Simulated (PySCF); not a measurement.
# PdNCl: structure of the singlet

The task is one start of a wider search on PdNCl: the singlet, from a PBE0 minimum start. It is relaxed, tested by its Hessian and followed downhill if it is a saddle.

Program: PySCF 2.14.0. Level of theory: PBE0, basis Pd def2-TZVP with ECP28, N def2-TZVP, Cl def2-TZVP, scalar-relativistic core potentials, no spin–orbit coupling, density fitting. These are calculated values, not measurements.

## (1) Where the work starts

3 atoms, charge 0, spin multiplicity 1.

Bond lengths: Pd1–N2 1.669 Å, Pd1–Cl3 2.185 Å. Angles: N2–Pd1–Cl3 140.2°.

Z-matrix (Å, degrees; charge 0 multiplicity 1):
```
Pd
N  1 1.6690
Cl 1 2.1849 2 140.16
```

## (2) First SCF at the start

One driver script runs all steps and calls PySCF; scf.py shows how it sets up the SCF of each step. The optimiser is the driver's own. After this first run the driver tries any further starts and a stability analysis.

The input, scf.py:

```python
from pyscf import gto, scf, dft
mol = gto.M(atom='''
Pd    -0.311944     0.000000    -0.233053
N     -1.904240     0.000000     0.267031
Cl     1.707983     0.000000     0.599841''',
    basis={'Pd': 'def2-TZVP', 'N': 'def2-TZVP', 'Cl': 'def2-TZVP'},
    ecp={'Pd': 'def2-TZVP'},
    charge=0, spin=0)
mf = dft.RKS(mol, xc='PBE0')
mf.grids.atom_grid = (50, 194)
aux = {'Pd': 'def2-universal-JKFIT', 'N': 'def2-universal-JKFIT', 'Cl': 'def2-universal-JKFIT'}
mf = mf.density_fit(auxbasis=aux)
mf.conv_tol = 1e-08
mf.diis_space = 10
mf.max_cycle = 60
mf.init_guess = 'minao'
mf.verbose = 4
mf.kernel()
```

Launch:

```bash
> OMP_NUM_THREADS=2 python axn.py task.json out
```

The log of the run, shortened:

```text
[... the frontier levels of the middle cycles are left out ...]
init E= -633.258669161567
  HOMO = -0.623275809510563  LUMO = -0.604452783443397  gap/eV = 0.51220
cycle= 1 E= -640.625423594563  delta_E= -7.37  |g|= 3.18  |ddm|= 5.29
  HOMO = 0.0593603237589871  LUMO = 0.0855043881787638  gap/eV = 0.71142
cycle= 2 E= -622.26807678115  delta_E= 18.4  |g|= 6.87  |ddm|= 7.84
  HOMO = -0.397489894165345  LUMO = -0.31552217154767  gap/eV = 2.23046
cycle= 3 E= -641.832448759813  delta_E= -19.6  |g|= 1.71  |ddm|= 7.63
cycle= 4 E= -642.357095500884  delta_E= -0.525  |g|= 0.937  |ddm|= 2.44
cycle= 5 E= -642.516960921216  delta_E= -0.16  |g|= 0.343  |ddm|= 0.763
cycle= 6 E= -642.511029278613  delta_E= 0.00593  |g|= 0.365  |ddm|= 0.426
cycle= 7 E= -642.538042663747  delta_E= -0.027  |g|= 0.143  |ddm|=  0.2
cycle= 8 E= -642.541274353568  delta_E= -0.00323  |g|= 0.053  |ddm|= 0.0667
cycle= 9 E= -642.541890037146  delta_E= -0.000616  |g|= 0.0125  |ddm|= 0.0355
cycle= 10 E= -642.54194977718  delta_E= -5.97e-05  |g|= 0.00276  |ddm|= 0.0203
cycle= 11 E= -642.541965855262  delta_E= -1.61e-05  |g|= 0.00209  |ddm|= 0.0134
cycle= 12 E= -642.541979348062  delta_E= -1.35e-05  |g|= 0.000705  |ddm|= 0.0188
cycle= 13 E= -642.541982594493  delta_E= -3.25e-06  |g|= 0.000382  |ddm|= 0.013
cycle= 14 E= -642.541982687956  delta_E= -9.35e-08  |g|= 8.04e-05  |ddm|= 0.00187
cycle= 15 E= -642.541982691332  delta_E= -3.38e-09  |g|= 1.69e-05  |ddm|= 0.000322
  HOMO = -0.274329099226636  LUMO = -0.186088206651843  gap/eV = 2.40116
Extra cycle  E= -642.541982691315  delta_E= 1.72e-11  |g|= 2.35e-05  |ddm|= 4.08e-05
converged SCF energy = -642.541982691315
```

This step, with its further starts and checks, needed 6.7 s of wall time on 2 threads of Arm Neoverse N1, shared host.

The test of internal stability found no lower closed-shell solution.

## (3) PBE0 minimum start, singlet: relaxation

The program finds Cs symmetry in the start, which this walk keeps.

scf.py: that of step 2 with these lines changed.

```diff
@@ -3,3 +3,3 @@
-Pd    -0.311944     0.000000    -0.233053
-N     -1.904240     0.000000     0.267031
-Cl     1.707983     0.000000     0.599841''',
+Pd    -0.312106     0.000000    -0.233272
+N     -1.904402     0.000000     0.266812
+Cl     1.707821     0.000000     0.599622''',
@@ -16 +15,0 @@
-mf.init_guess = 'minao'
```

The optimiser's trace:

| step | energy (Eh) | change (kJ/mol) | largest symmetric gradient (Eh/bohr) |
| --- | --- | --- | --- |
| 0 | -642.541983 | 0.00 | 0.00044 |
| 1 | -642.541983 | 0.00 | 0.00004 |

The walk took 4.9 s.

Geometry (Å) and forces (eV/Å) at some steps:

```
step 0
Pd  -0.312   0.000  -0.233  -0.026   0.000   0.003
N   -1.904   0.000   0.267   0.016   0.000   0.009
Cl   1.708   0.000   0.600   0.010   0.000  -0.011
step 1
Pd  -0.312   0.000  -0.233  -0.003   0.000  -0.001
N   -1.904   0.000   0.267  -0.002   0.000   0.014
Cl   1.708   0.000   0.600   0.004   0.000  -0.014
```

After 1 steps and 0.0 kJ/mol it ends at Cs: Pd–Cl 2.185 Å, Pd–N 1.669 Å; Cl–Pd–N 140.2°.

## (4) Hessian and properties

On the finer grid the gradient is checked again; gradients at displacements of ±0.02 bohr then give force constants and infrared intensities.

scf.py: that of step 3 with these lines changed.

```diff
@@ -3,3 +3,3 @@
-Pd    -0.312106     0.000000    -0.233272
-N     -1.904402     0.000000     0.266812
-Cl     1.707821     0.000000     0.599622''',
+Pd    -0.311875     0.000000    -0.232535
+N     -1.904583     0.000000     0.266408
+Cl     1.708229     0.000000     0.599329''',
@@ -10 +10 @@
-mf.grids.atom_grid = (50, 194)
+mf.grids.atom_grid = (75, 302)
@@ -13 +13 @@
-mf.conv_tol = 1e-08
+mf.conv_tol = 1e-10
```

This SCF starts from the last density.

Log of the central SCF (cycles and frontier levels):

```text
init E= -642.541894784413
  HOMO = -0.274343410574658  LUMO = -0.186086239647209  gap/eV = 2.40160
cycle= 1 E= -642.541894784407  delta_E= 5.68e-12  |g|= 5.02e-06  |ddm|= 5.07e-06
  HOMO = -0.274344059684217  LUMO = -0.186087129782811  gap/eV = 2.40159
Extra cycle  E= -642.541894784299  delta_E= 1.08e-10  |g|= 2.36e-05  |ddm|= 1.5e-05
converged SCF energy = -642.541894784299
```

The whole step took 61 s.

Geometry: Cs; Pd–Cl 2.185 Å, Pd–N 1.669 Å; Cl–Pd–N 140.2°.

Harmonic modes (main isotopes):

```tsv
symmetry	ω (cm⁻¹)	IR (km/mol)	type
a'	117	5.8	bend
a'	401	36.1	stretch
a'	961	17.4	stretch
```

Every mode is real; the point is a minimum.

Constants and moments:

```yaml
Dipole_moment: 1.18 D
Highest_occupied_level: -7.47 eV
Lowest_empty_level: -5.06 eV
Rotational_constants: 1.589, 0.09812, 0.09241 cm⁻¹
Zero-point_energy: 8.8 kJ/mol
Principal_polarisabilities: 36.7, 40.5, 81.6 bohr³
Atomisation_energy_without_zero-point_energy: 376 kJ/mol
Principal_traceless_quadrupole_moments_about_the_centre_of_mass: -2.96, 0.51, 2.45 D Å
Entropy_at_298.15_K_and_1_bar: 290.8 J/(mol K)
Heat_capacity_Cp_at_298.15_K: 49.3 J/(mol K)
Enthalpy_at_298.15_K_above_0_K: 12.68 kJ/mol
Rotational_symmetry_number: 1
```

Populations by atom (charges in e):

```json
{"atom": "Pd1", "Mulliken": "0.68", "Löwdin": "0.10", "polar tensor": "0.66", "Mayer order to Pd1": "–"}
{"atom": "N2", "Mulliken": "-0.32", "Löwdin": "-0.12", "polar tensor": "-0.20", "Mayer order to Pd1": "2.11"}
{"atom": "Cl3", "Mulliken": "-0.36", "Löwdin": "0.02", "polar tensor": "-0.46", "Mayer order to Pd1": "0.94"}
```

Outer orbital energies (eV). occupied: -12.72, -12.59, -11.07, -10.92, -9.85, -9.29, -9.14, -7.47; empty: -5.06, -4.51, -0.63, 0.46.

Mulliken populations on Pd1 (outside its core potential): s 2.73, p 6.17, d 8.41, f 0.01.

## (5) A spin-polarised start

A stability analysis found the closed shell of the lowest minimum unstable towards spin polarisation, so the unrestricted solution is followed.

The program finds Cs symmetry in the start, which may break. Threshold on the gradient: 0.0003 Eh/bohr, with a further test on the energy change.

scf.py: that of step 4 with these lines changed.

```diff
@@ -3,3 +3,3 @@
-Pd    -0.311875     0.000000    -0.232535
-N     -1.904583     0.000000     0.266408
-Cl     1.708229     0.000000     0.599329''',
+Pd    -0.312108     0.000000    -0.232936
+N     -1.904817     0.000000     0.266007
+Cl     1.707996     0.000000     0.598928''',
@@ -9,2 +9,2 @@
-mf = dft.RKS(mol, xc='PBE0')
-mf.grids.atom_grid = (75, 302)
+mf = dft.UKS(mol, xc='PBE0')
+mf.grids.atom_grid = (50, 194)
@@ -13 +13 @@
-mf.conv_tol = 1e-10
+mf.conv_tol = 1e-08
```

Steps of the walk:

| step | energy (Eh) | change (kJ/mol) | largest gradient (Eh/bohr) |
| --- | --- | --- | --- |
| 0 | -642.560660 | 0.00 | 0.01496 |
| 1 | -642.561852 | -3.13 | 0.00623 |
| 2 | -642.562558 | -4.98 | 0.00634 |
| 3 | -642.562992 | -6.12 | 0.00693 |
| 4 | -642.563377 | -7.13 | 0.00448 |
| 5 | -642.563539 | -7.56 | 0.00078 |
| 6 | -642.563547 | -7.58 | 0.00004 |

The walk took 31 s.

After 6 steps and 7.6 kJ/mol it ends at Cs: Pd–Cl 2.217 Å, Pd–N 1.702 Å; Cl–Pd–N 120.3°.

## (6) Vibrations and properties at this point

As before: finer grid, then central differences.

scf.py: that of step 5 with these lines changed.

```diff
@@ -3,3 +3,3 @@
-Pd    -0.312108     0.000000    -0.232936
-N     -1.904817     0.000000     0.266007
-Cl     1.707996     0.000000     0.598928''',
+Pd    -0.297792    -0.000000    -0.337758
+N     -1.774815    -0.000000     0.510208
+Cl     1.607815     0.000000     0.795975''',
@@ -10 +10 @@
-mf.grids.atom_grid = (50, 194)
+mf.grids.atom_grid = (75, 302)
@@ -13 +13 @@
-mf.conv_tol = 1e-08
+mf.conv_tol = 1e-10
```

SCF at the final geometry:

```text
init E= -642.56360638308
[... the frontier-level lines of each cycle are left out ...]
cycle= 1 E= -642.563606383073  delta_E= 7.05e-12  |g|= 6.53e-06  |ddm|= 6.83e-06
Extra cycle  E= -642.563606382838  delta_E= 2.35e-10  |g|= 2.52e-05  |ddm|= 1.71e-05
converged SCF energy = -642.563606382838  <S^2> = 0.98486936  2S+1 = 2.2224935
```

The whole step needed 2.1 min of wall time on 2 threads of Arm Neoverse N1, shared host.

Geometry: Cs; Pd–Cl 2.217 Å, Pd–N 1.703 Å; Cl–Pd–N 119.4°.

Harmonic modes (main isotopes):

```tsv
ω (cm⁻¹)	IR (km/mol)	μ (u)
108	10.5	18.64
377	32.0	41.10
834	3.9	15.49
```

Every mode is real; the point is a minimum.

Here the density breaks the symmetry of the frame, and no labels are given.

Constants and moments:

```yaml
Dipole_moment: 2.97 D
Highest_occupied_level: -7.79 eV
Lowest_empty_level: -4.21 eV
Rotational_constants: 0.7392, 0.106, 0.09274 cm⁻¹
Zero-point_energy: 7.9 kJ/mol
Principal_polarisabilities: 34.7, 43.7, 74.0 bohr³
Atomisation_energy_without_zero-point_energy: 433 kJ/mol
Principal_traceless_quadrupole_moments_about_the_centre_of_mass: -4.19, 1.43, 2.76 D Å
Entropy_at_298.15_K_and_1_bar: 294.9 J/(mol K)
Heat_capacity_Cp_at_298.15_K: 50.2 J/(mol K)
Enthalpy_at_298.15_K_above_0_K: 12.86 kJ/mol
Rotational_symmetry_number: 1
Spin_squared_⟨S²⟩: 0.985
```

Charges (e) and bond orders:

```tsv
atom	Mulliken	Löwdin	polar tensor	spin (Mulliken)	Mayer order to Pd1
Pd1	0.71	0.10	0.71	0.00	–
N2	-0.31	-0.08	-0.19	0.00	1.77
Cl3	-0.40	-0.02	-0.52	0.00	0.91
```

Mulliken populations on Pd1 (outside its core potential): s 2.46, p 6.20, d 8.62, f 0.01.

## (7) All stationary points

| spin | group | bonds | imaginary modes (cm⁻¹) | ΔE (kJ/mol) | with zero-point energy |
| --- | --- | --- | --- | --- | --- |
| broken-symmetry (Ms = 0) | Cs (density of lower symmetry) | Pd–Cl 2.217 Å, Pd–N 1.703 Å | none | 0.0 | 0.0 |
| singlet | Cs | Pd–Cl 2.185 Å, Pd–N 1.669 Å | none | 57.0 | 58.0 |

## (8) What came out

| quantity | value |
| --- | --- |
| minimum | broken-symmetry (Ms = 0), Cs |
| geometry | Pd–Cl 2.217 Å, Pd–N 1.703 Å; Cl–Pd–N 119.4° |
| wavenumbers (cm⁻¹) | 108, 377, 834 |
| dipole moment | 2.97 D |
| highest occupied, lowest empty level (either spin) | -7.79, -4.21 eV |
| polar-tensor charge of Pd1 | +0.71 e |
| zero-point energy | 7.9 kJ/mol |
| entropy at 298.15 K | 294.9 J/(mol K) |
| atomisation energy (no zero-point energy) | 433 kJ/mol |
| ⟨S²⟩ | 0.985 |

What this shows: The PBE0 minimum start keeps its Cs symmetry and ends in a minimum. The determinant is spin-contaminated (⟨S²⟩ = 0.98 against 0.00), so it is no pure spin state. The strongest infrared band lies at 377 cm⁻¹ (stretch). Only this shape and spin were tried, so other structures or states may lie lower. The SCF density has lower symmetry than the nuclear frame.

The search up to here took 4.1 min.
